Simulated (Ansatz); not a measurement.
**Al3GaN4: properties at the relaxed cell**

An exercise on one series of results from a longer session: the logs are not shown, and one member is left open.

Method: DFT PBEsol, scalar-relativistic, plane waves, PAW, in Ansatz 0.2.0.

### The system as given

Symmetry: Pm, No. 6, monoclinic system. Conventional cell: a = 5.043 Å, b = 3.130 Å, c = 5.418 Å, α = 90.00°, β = 90.03°, γ = 90.00°. Al (site symmetry m) has 4 N at 1.88 to 1.91 Å as nearest neighbours. Around Al (site symmetry m) lie 4 N at 1.90 Å. Al (site symmetry m) has 4 N at 1.90 to 1.91 Å as nearest neighbours. Around Ga (site symmetry m) lie 4 N at 1.93 to 1.96 Å. N (site symmetry m) is surrounded by 3 Al at 1.90 Å and 1 Ga at 1.96 Å. Around N (site symmetry m) lie 4 Al at 1.90 to 1.91 Å. N (site symmetry m) has 2 Al at 1.88 to 1.90 Å and 2 Ga at 1.93 Å as nearest neighbours. N (site symmetry m) is surrounded by 3 Al at 1.89 to 1.91 Å and 1 Ga at 1.94 Å.

As a file:

```xyz
8
Lattice="5.0434 0.0000 0.0001 0.0000 3.1301 0.0000 -0.0032 0.0000 5.4180" Properties=species:S:1:pos:R:3 pbc="T T T"
Al    2.5223    1.5650    0.9066
Al    0.0019    1.5650    4.5230
Al    0.0044    0.0000    1.7971
Ga    2.5166    0.0000    3.6095
N     0.5585    0.0000    3.6102
N     0.6170    1.5650    0.9057
N     3.1500    1.5650    4.5522
N     3.1419    0.0000    1.7679
```

It goes back to an entry of the Materials Project, which need not be the stable form.

It is the result of an earlier relaxation at this level (volume 10.69 Å³/atom; gap on the mesh: 3.48 eV).

Set-up of the first run:

input.yaml

```yaml
crystal:
  lattice:
    - [4.9924609732, 0.0, 0.0001138291]
    - [0.0, 3.0984548276, 0.0]
    - [-0.0032035652, 0.0, 5.3632610141]
  atoms:
    - { symbol: Al, position: [0.5002300423, 0.5, 0.1673295664] }
    - { symbol: Al, position: [0.0009207036, 0.5, 0.8348055932] }
    - { symbol: Al, position: [0.001088065, 0.0, 0.3316926342] }
    - { symbol: Ga, position: [0.4994217138, 0.0, 0.6662009016] }
    - { symbol: "N", position: [0.1111724737, 0.0, 0.6663292503] }
    - { symbol: "N", position: [0.1224543238, 0.5, 0.1671578647] }
    - { symbol: "N", position: [0.6251234799, 0.5, 0.8401923551] }
    - { symbol: "N", position: [0.6231881979, 0.0, 0.3262928345] }
basis:
  ecutwfc: 420
kpoints:
  mp_grid: { grid: [6, 8, 4] }
hamiltonian:
  xc: pbesol
scf:
  occupations: { method: gaussian, width: 0.02 }
output:
  forces: true
  stress: true
  eigenvalues: true
relax:
  adjacent_minimum: "off"
  f_tol: 0.01
  max_steps: 30
  cell: { stress_tol: 0.1, fix: [volume] }
```

Run with:

```
$ ansatz run input.yaml --threads 2 --pin off --max-ram 5120MiB --backend cpu --events-out ev --progress --plain --runs-dir out
```

Among the steps run: Volume × 0.97; Volume × 1.03; The cell scaled to 0.94 of its volume; Volume × 1.06; Volume × 0.91; Volume × 1.10; The cell scaled to 0.88 of its volume.

One of the session's tables, all rows but one given; the rest of the session is left out.

It belongs to the step «Equation of state». 

```
volume (Å³/atom)  energy above the lowest point (meV/atom)  pressure (GPa)  gap on the mesh (eV)
           9.408                                     117.6           32.60                  4.49
           9.729                                      62.7           22.54                  4.22
          10.050                                         ?               ?                     ?
          10.370                                       6.3            6.43                  3.72
          10.691                                       0.0            0.02                  3.48
          11.012                                       5.6           -5.50                  3.25
          11.333                                      21.5          -10.24                  3.03
          11.760                                      56.2          -15.56                  2.75
```

Estimate the missing values for volume (Å³/atom) = 10.050.

Worked estimate for «energy above the lowest point (meV/atom)». A straight line through the neighbours (9.729, 62.7) and (10.370, 6.3) gives 62.7 + (6.3 − 62.7) × (10.050 − 9.729) / (10.370 − 9.729) = 34.5; a parabola fitted to 4 rows on both sides gives 26.4.

**Answer.** energy above the lowest point (meV/atom): 26.5; pressure (GPa): 13.88; gap on the mesh (eV): 3.97. In «energy above the lowest point (meV/atom)» the line misses by +8.0 and the parabola by -0.1.
